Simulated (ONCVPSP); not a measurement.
# Pseudopotential generation for neodymium: ONCV, LDA (Perdew-Wang 92)

Aim: build the potential from the settings below, then test how well it stands in for the atom: other configurations, scattering, ghost states and the plane-wave cutoff that it needs.

Method: ONCVPSP 4.0.1.1 (patched build), LDA (Perdew-Wang 92), scalar-relativistic.

## 1. Settings

The settings as typed:

```
element                 : neodymium (Nd, Z = 60)
type                    : optimised norm-conserving Vanderbilt (ONCV)
frozen core             : [Kr] 4d10
valence charge          : 14
reference configuration : 4f4 5s2 5p6 6s1.5 (charge +0.5)
partial waves           : 5s+6s: rc 2.75 bohr, ncon 4, nbas 9, qcut 5.8 1/bohr, 2 projectors; 5p: rc 1.70 bohr, ncon 4, nbas 7, qcut 5.9 1/bohr, 2 projectors, debl 0.9 Ha; d scattering state at 0.14 Ha: rc 2.45 bohr, ncon 5, nbas 8, qcut 3.6 1/bohr, 2 projectors, debl 3.3 Ha; 4f: rc 1.35 bohr, ncon 5, nbas 9, qcut 13.5 1/bohr, 2 projectors, debl 0.9 Ha
local potential         : polynomial inside 1.20 bohr (lpopt 5, dvloc0 0 Ha)
core correction         : Teter function, fcfact 4.75, rcfact 1.4
```

## 2. Generating the potential

Nd.dat

```
# ATOM AND REFERENCE CONFIGURATION
# atsym  z   nc   nv     iexc    psfile
  Nd 60.00    9    4  -001012      upf
#
#   n    l    f
    1    0    2.00
    2    0    2.00
    2    1    6.00
    3    0    2.00
    3    1    6.00
    3    2   10.00
    4    0    2.00
    4    1    6.00
    4    2   10.00
    4    3    4.00
    5    0    2.00
    5    1    6.00
    6    0    1.50
#
# PSEUDOPOTENTIAL AND OPTIMIZATION
# lmax
    3
#
#   l,   rc,      ep,       ncon, nbas, qcut
    0    2.75    0.00    4    9    5.80
    1    1.70    0.00    4    7    5.90
    2    2.45    0.14    5    8    3.60
    3    1.35    0.00    5    9   13.50
#
# LOCAL POTENTIAL
# lloc, lpopt,  rc(5),   dvloc0
    4    5    1.20    0.00
#
# VANDERBILT-KLEINMAN-BYLANDER PROJECTORs
# l, nproj, debl
    0    2    0.50
    1    2    0.90
    2    2    3.30
    3    2    0.90
#
# MODEL CORE CHARGE
# icmod, fcfact, rcfact
    3    4.75    1.40
#
# LOG DERIVATIVE ANALYSIS
# epsh1, epsh2, depsh
   -3.00    5.00    0.02
#
# OUTPUT GRID
# rlmax, drl
    6.00    0.01
#
# TEST CONFIGURATIONS
# ncnf
    4
# nvcnf
#   n    l    f
    4
    4    3    4.00
    5    0    2.00
    5    1    6.00
    6    0    2.00
#
    4
    4    3    4.00
    5    0    2.00
    5    1    6.00
    6    0    1.00
#
    4
    4    3    4.00
    5    0    2.00
    5    1    6.00
    6    0    0.00
#
    4
    4    3    3.00
    5    0    2.00
    5    1    6.00
    6    0    2.00
#
```

Run with:

```sh
oncvpsp.x < Nd.dat > Nd.out
```

**Question.** What will these runs give? Wanted: cutoffs for 1 and 0.1 mHa per electron, occupied waves; bound ghosts; GHOST(+) flags; largest phase difference near zero energy, channels read; rms error of d²Exc/dn², without and with the model core; projector energies reset by the program.

As calculated:

| quantity | value |
| --- | --- |
| cutoffs for 1 and 0.1 mHa per electron, occupied waves | 77 Ha and 85 Ha |
| bound ghosts | s at -68.62 eV |
| GHOST(+) flags | p at 111 eV |
| largest phase difference near zero energy, channels read | 0.001 rad |
| rms error of d²Exc/dn², without and with the model core | 10.08 and 4.01 mHa |
| projector energies reset by the program | p: -0.920, 0.250 Ha; d: 0.050, 3.350 Ha |

**Reading.** It has a bound ghost (s), a state that the atom doesn't have, and that rules the file out. It counts as very hard, with 77 Ha needed at the looser tolerance. At the looser tolerance the 4f wave is the slowest; 5p needs 16 Ha. Near zero energy the phases of the channels with partial waves agree within 0.001 rad. The pseudo curves have a pole with no partner nearby in the atom's: s at -2.52 Ha. The program also flags highly localised states, GHOST(+) (p). All of this concerns the isolated atom, not yet a solid.
